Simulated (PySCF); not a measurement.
# C5H12BFO: magnetic properties

What do calculations give for the magnetic properties of C5H12BFO (`C[O+]([BH2-]F)CC1CC1`)?

Computed with PySCF 2.14.0 and routines of our own; the level stands in each step. Atoms count from 0.

### Step 1. The system as given

20 atoms, charge 0, multiplicity 1; geometry from: GFN2-xTB.

### Step 2. Magnetic properties: GIAO PBE0/pcSseg-1

Job settings and geometry (Å):

```
{"job": {"kind": "mag", "xc": "PBE0", "basis": "pcSseg-1", "isotopologues": 2}, "charge": 0, "multiplicity": 1}
C     -1.424921    -1.132962    -0.059649
O     -1.205723     0.263840    -0.121132
B     -2.407232     1.041876    -1.024858
F     -2.035992     2.355345    -0.925011
C      0.106636     0.613556    -0.569227
C      1.161519     0.245958     0.445926
C      2.604177     0.294242     0.040780
C      1.949174    -1.024960     0.310614
H     -0.716286    -1.587262     0.634375
H     -1.324792    -1.592004    -1.048332
H     -2.441253    -1.281163     0.298810
H     -2.296826     0.615939    -2.133485
H     -3.401071     0.795845    -0.426245
H      0.311171     0.137252    -1.537421
H      0.076819     1.696964    -0.708383
H      0.917549     0.578014     1.447760
H      2.830841     0.550775    -0.982541
H      3.324287     0.668949     0.750775
H      2.220795    -1.560838     1.207732
H      1.745979    -1.668688    -0.532604
```

Level: GIAO PBE0/pcSseg-1 magnetisability, rotational g tensor and spin-rotation constants, non-relativistic, gas phase.

Started as:

```bash
OMP_NUM_THREADS=1 python excited_run.py task.json out
```

The driver reads the jobs from task.json and runs them one after another.

Log:

```text
coarse grid: 16128 points
cycle   1  E = -397.0401761268  dE =  9.263e-01  |g| = 5.939e-01  |ddm| = 3.700e+00
cycle   2  E = -397.0074629043  dE =  3.271e-02  |g| = 7.916e-01  |ddm| = 1.278e+00
cycle   3  E = -397.1076395368  dE = -1.002e-01  |g| = 6.466e-02  |ddm| = 7.527e-01
cycle   4  E = -397.1082782508  dE = -6.387e-04  |g| = 2.727e-02  |ddm| = 5.932e-02
cycle   5  E = -397.1084391656  dE = -1.609e-04  |g| = 6.593e-03  |ddm| = 2.507e-02
cycle   6  E = -397.1084486740  dE = -9.508e-06  |g| = 1.500e-03  |ddm| = 6.806e-03
final grid: 154528 points
cycle   7  E = -397.1706566602  dE = -5.707e-05  |g| = 1.329e-02  |ddm| = 3.308e-02
cycle   8  E = -397.1706242884  dE =  3.237e-05  |g| = 1.907e-02  |ddm| = 1.999e-02
cycle   9  E = -397.1706907215  dE = -6.643e-05  |g| = 1.758e-03  |ddm| = 1.175e-02
cycle  10  E = -397.1706914015  dE = -6.800e-07  |g| = 2.311e-04  |ddm| = 1.598e-03
cycle  11  E = -397.1706914116  dE = -1.012e-08  |g| = 9.289e-05  |ddm| = 2.898e-04
cycle  12  E = -397.1706914136  dE = -1.954e-09  |g| = 2.084e-05  |ddm| = 1.113e-04
cycle  13  E = -397.1706914137  dE = -8.231e-11  |g| = 5.619e-06  |ddm| = 1.771e-05
converged SCF energy = -397.1706914137

Magnetisability tensor (1e-30 J/T^2)
    -1344.46       -4.72      -36.34
       -4.72    -1381.55        6.25
      -36.34        6.25    -1453.54
isotropic -1393.18   principal values   -1464.80  -1382.12  -1332.64
isotropic susceptibility -83.900 1e-6 cm^3/mol

Inertial axes            a          b          c
rot. const./GHz      3.8266     1.1049     0.9086
chi total           -82.383    -82.983    -86.333
chi diamagnetic    -438.260  -1179.660  -1412.779
chi paramagnetic    355.877   1096.677   1326.446
quadrupole/D A      -11.856      7.920      3.936
g nuclear            0.6319     0.5613     0.5621
g electronic        -0.6398    -0.5693    -0.5662
g total             -0.0079    -0.0080    -0.0042

Spin-rotation constants (kHz, H = +C I.J)
atom  isotope        aa         bb         cc
  2    11B        0.814      0.267      0.196
  3    19F       -0.619      1.345      0.821
  8     1H        0.068     -0.109     -0.069
  9     1H       -0.441     -0.113      0.035
 10     1H       -0.085     -0.063     -0.075
 11     1H       -0.321     -0.101      0.041
 12     1H       -0.125     -0.041     -0.049
 13     1H       -0.443     -0.123      0.031
 14     1H       -0.299      0.045     -0.084
 15     1H       -0.402     -0.125      0.006
 16     1H       -0.423     -0.093     -0.029
 17     1H       -0.243     -0.085     -0.069
 18     1H       -0.266     -0.081     -0.065
 19     1H       -0.412     -0.093     -0.030
  0    13C*       0.915      0.154      0.196
  1    17O*      -0.237     -0.120     -0.096
  4    13C*       0.865      0.271      0.208
  5    13C*       0.625      0.160      0.077
  6    13C*       0.443      0.173      0.063
* in the singly substituted isotopologue

Isotopologues: g along a, b, c
2H    at 8,9,10,11,12,1    -0.0067    -0.0071    -0.0039
13C   at 0                 -0.0078    -0.0080    -0.0041
```

Wall time 37 s (1 thread of Arm Neoverse V2, shared host); peak memory 0.95 GiB.

Key values:

| quantity | value |
| --- | --- |
| magnetisability | -1393·10⁻³⁰ J/T² |
| molar susceptibility | -83.9·10⁻⁶ cm³/mol |
| rotational g (a, b, c) | -0.0079, -0.0080, -0.0042 |

### Step 3. Magnetic properties: GIAO CAM-B3LYP/ANO-RCC-VDZP

Settings changed since step 2:

```diff
@@ -1,2 +1,2 @@
-{"job": {"kind": "mag", "xc": "PBE0", "basis": "pcSseg-1", "isotopologues": 2}, "charge": 0, "multiplicity": 1}
+{"job": {"kind": "mag", "xc": "CAM-B3LYP", "basis": "ANO-RCC-VDZP", "scf": {"guess": "sap", "aux": "def2-universal-jkfit"}}, "charge": 0, "multiplicity": 1}
 C     -1.424921    -1.132962    -0.059649
```

Method: GIAO CAM-B3LYP/ANO-RCC-VDZP magnetisability, rotational g tensor and spin-rotation constants, non-relativistic, gas phase.

Log:

```text
final grid: 154528 points
cycle   1  E = -348.6725598413  dE =  4.172e+01  |g| = 9.993e+00  |ddm| = 4.892e+01
cycle   2  E = -295.0849612104  dE =  5.359e+01  |g| = 1.364e+01  |ddm| = 5.121e+01
cycle   3  E = -383.6442296551  dE = -8.856e+01  |g| = 6.550e+00  |ddm| = 1.786e+01
cycle   4  E = -338.5211247886  dE =  4.512e+01  |g| = 1.162e+01  |ddm| = 2.181e+01
cycle   5  E = -397.0402134335  dE = -5.852e+01  |g| = 1.575e+00  |ddm| = 2.036e+01
cycle   6  E = -397.2605845314  dE = -2.204e-01  |g| = 1.356e+00  |ddm| = 2.498e+00
cycle   7  E = -397.5953443416  dE = -3.348e-01  |g| = 2.465e-01  |ddm| = 1.125e+00
cycle   8  E = -397.6080202914  dE = -1.268e-02  |g| = 1.042e-01  |ddm| = 3.489e-01
cycle   9  E = -397.6102110479  dE = -2.191e-03  |g| = 3.320e-02  |ddm| = 1.034e-01
cycle  10  E = -397.6104170775  dE = -2.060e-04  |g| = 1.113e-02  |ddm| = 3.371e-02
cycle  11  E = -397.6104412890  dE = -2.421e-05  |g| = 1.630e-03  |ddm| = 8.579e-03
cycle  12  E = -397.6104418941  dE = -6.051e-07  |g| = 8.531e-04  |ddm| = 2.382e-03
cycle  13  E = -397.6104420624  dE = -1.683e-07  |g| = 2.330e-04  |ddm| = 1.086e-03
cycle  14  E = -397.6104420754  dE = -1.300e-08  |g| = 4.758e-05  |ddm| = 3.031e-04
cycle  15  E = -397.6104420761  dE = -7.168e-10  |g| = 1.212e-05  |ddm| = 8.008e-05
converged SCF energy = -397.6104420761

Magnetisability tensor (1e-30 J/T^2)
    -1333.21      -10.19      -34.53
      -10.19    -1372.88        5.15
      -34.53        5.15    -1447.26
isotropic -1384.45   principal values   -1456.96  -1375.25  -1321.15
isotropic susceptibility -83.374 1e-6 cm^3/mol

Inertial axes            a          b          c
rot. const./GHz      3.8266     1.1049     0.9086
chi total           -81.470    -82.673    -85.977
chi diamagnetic    -438.237  -1179.155  -1412.449
chi paramagnetic    356.767   1096.482   1326.472
quadrupole/D A      -11.410      7.547      3.863
g nuclear            0.6319     0.5613     0.5621
g electronic        -0.6414    -0.5692    -0.5662
g total             -0.0095    -0.0079    -0.0042

Spin-rotation constants (kHz, H = +C I.J)
atom  isotope        aa         bb         cc
  2    11B        0.810      0.258      0.191
  3    19F       -0.756      1.284      0.706
  8     1H        0.071     -0.109     -0.068
  9     1H       -0.442     -0.113      0.037
 10     1H       -0.086     -0.062     -0.075
 11     1H       -0.323     -0.103      0.041
 12     1H       -0.123     -0.042     -0.050
 13     1H       -0.440     -0.123      0.033
 14     1H       -0.302      0.047     -0.084
 15     1H       -0.390     -0.126      0.008
 16     1H       -0.422     -0.092     -0.028
 17     1H       -0.241     -0.085     -0.068
 18     1H       -0.262     -0.081     -0.063
 19     1H       -0.411     -0.092     -0.029
  0    13C*       0.878      0.149      0.192
  1    17O*      -0.241     -0.119     -0.094
  4    13C*       0.846      0.267      0.205
  5    13C*       0.614      0.153      0.072
  6    13C*       0.413      0.167      0.057
* in the singly substituted isotopologue
```

Run time: 96 s. Hardware: 1 thread of Arm Neoverse V2, shared host; peak memory 0.96 GiB.

From this job:

```csv
quantity,value
magnetisability,-1384·10⁻³⁰ J/T²
molar susceptibility,-83.4·10⁻⁶ cm³/mol
"rotational g (a, b, c)","-0.0095, -0.0079, -0.0042"
```

### Step 4. The levels compared

```
                      level  ξ (10⁻³⁰ J/T²)     g(a)     g(b)  gap (eV)  functions  time
         GIAO PBE0/pcSseg-1           -1393  -0.0079  -0.0080      8.78        196  37 s
GIAO CAM-B3LYP/ANO-RCC-VDZP           -1384  -0.0095  -0.0079      9.89        172  96 s
```

### Step 5. Summary of results

| quantity | value |
| --- | --- |
| magnetisability (step 2, GIAO PBE0/pcSseg-1) | -1393·10⁻³⁰ J/T² |
| molar susceptibility (step 2, GIAO PBE0/pcSseg-1) | -83.9·10⁻⁶ cm³/mol |
| rotational g (a, b, c) (step 2, GIAO PBE0/pcSseg-1) | -0.0079, -0.0080, -0.0042 |
| magnetisability over the levels | -1393 to -1384·10⁻³⁰ J/T² |

**Reading.** The magnetisability spreads by 0.6 % over 2 levels, from GIAO PBE0/pcSseg-1 (37 s) to GIAO CAM-B3LYP/ANO-RCC-VDZP (96 s); the runs took 37 s to 96 s. Two levels can agree by chance, so this spread shows no convergence. Vibrational averaging and real surroundings are missing from these values.
